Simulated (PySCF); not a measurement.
# BIr (triplet) at other levels of theory

What do other methods print for BIr (triplet)?

The runs use PySCF 2.14.0; each script names its method and basis.

1 further run of the same task is left out (it didn't finish).

### Step 1. The system as given

BIr (triplet): 2 atoms, charge 0, spin multiplicity 3.

Bond lengths: B1–Ir2 2.000 Å.

### Step 2. Base script

File input.py:

```python
from pyscf import gto, scf
from pyscf.prop.polarizability import uhf as pol

mol = gto.M(
    atom='B 0 0 0; Ir 0 0 2',
    basis='def2-tzvp',
    ecp={'Ir': 'def2-tzvp'},
    charge=0,
    spin=2,
    verbose=3,
)
mf = scf.UHF(mol)
mf = mf.newton()
mf.kernel()
print('polarizability (a.u.)')
print(pol.Polarizability(mf).polarizability().round(4))
mf.dip_moment()
print('orbital energies (hartree):', [e[max(0, n-3):n+3].round(4) for e, n in zip(mf.mo_energy, mol.nelec)])
```

Started as:

```bash
python input.py
```

### Step 3. Lda,vwn (UKS)

Run 1 changes functional: none (Hartree–Fock) → lda,vwn; SCF type: UHF → UKS; step after the SCF: polarizability → analyze.

File input.py:

```python
from pyscf import gto, dft

mol = gto.M(
    atom='B 0 0 0; Ir 0 0 2',
    basis='def2-tzvp',
    ecp={'Ir': 'def2-tzvp'},
    charge=0,
    spin=2,
    verbose=3,
)
mf = dft.UKS(mol, xc='lda,vwn')
mf = mf.newton()
mf.kernel()
mf.mulliken_pop()
mf.dip_moment()
print('orbital energies (hartree):', [e[max(0, n-3):n+3].round(4) for e, n in zip(mf.mo_energy, mol.nelec)])
```

### Step 4. Hcth407 (UKS)

Run 2 changes functional: none (Hartree–Fock) → hcth407; SCF type: UHF → UKS; step after the SCF: polarizability → analyze.

File input.py:

```python
from pyscf import gto, dft

mol = gto.M(
    atom='B 0 0 0; Ir 0 0 2',
    basis='def2-tzvp',
    ecp={'Ir': 'def2-tzvp'},
    charge=0,
    spin=2,
    verbose=3,
)
mf = dft.UKS(mol, xc='hcth407')
mf = mf.newton()
mf.kernel()
mf.mulliken_pop()
mf.dip_moment()
print('orbital energies (hartree):', [e[max(0, n-3):n+3].round(4) for e, n in zip(mf.mo_energy, mol.nelec)])
```

### Step 5. Stability test

Run 3 changes step after the SCF: polarizability → stability.

Changes to input.py since step 2:

```diff
@@ -1,3 +1,2 @@
 from pyscf import gto, scf
-from pyscf.prop.polarizability import uhf as pol
 
@@ -14,4 +13,3 @@
 mf.kernel()
-print('polarizability (a.u.)')
-print(pol.Polarizability(mf).polarizability().round(4))
+mf.stability(internal=True, external=True)
 mf.dip_moment()
```

### Step 6. SCF alone

Run 4 changes step after the SCF: polarizability → none.

Changes to input.py since step 2:

```diff
@@ -1,3 +1,2 @@
 from pyscf import gto, scf
-from pyscf.prop.polarizability import uhf as pol
 
@@ -14,4 +13,2 @@
 mf.kernel()
-print('polarizability (a.u.)')
-print(pol.Polarizability(mf).polarizability().round(4))
 mf.dip_moment()
```

### Step 7. Slater, (UKS)

Run 5 changes functional: none (Hartree–Fock) → slater,; SCF type: UHF → UKS; step after the SCF: polarizability → analyze.

File input.py:

```python
from pyscf import gto, dft

mol = gto.M(
    atom='B 0 0 0; Ir 0 0 2',
    basis='def2-tzvp',
    ecp={'Ir': 'def2-tzvp'},
    charge=0,
    spin=2,
    verbose=3,
)
mf = dft.UKS(mol, xc='slater,')
mf = mf.newton()
mf.kernel()
mf.mulliken_pop()
mf.dip_moment()
print('orbital energies (hartree):', [e[max(0, n-3):n+3].round(4) for e, n in zip(mf.mo_energy, mol.nelec)])
```

What does the calculation give? Wanted: for each run, E(SCF); from base; SCF dipole; after the SCF.

The runs gave:

```csv
run,E(SCF) (hartree),from base (eV),SCF dipole (D),after the SCF
base,-127.987296,0,0.83,mean α 58.0 bohr³
"lda,vwn (UKS)",-128.600305,not comparable,0.29,n/a
hcth407 (UKS),-129.424141,not comparable,0.50,n/a
stability test,-127.987296,0.0000,0.83,"unstable: internal, real -> complex, UHF/UKS -> GHF/GKS"
SCF alone,-127.987296,0.0000,0.83,n/a
"slater, (UKS) (poor choice)",-127.255336,not comparable,0.25,n/a
```

**Reading.** Total energies of different functionals can't be compared with each other; differences within one functional can. The dearest run is “hcth407 (UKS)”, at 32 s against 7.3 s. Rows marked «poor choice» come from settings spoiled on purpose.
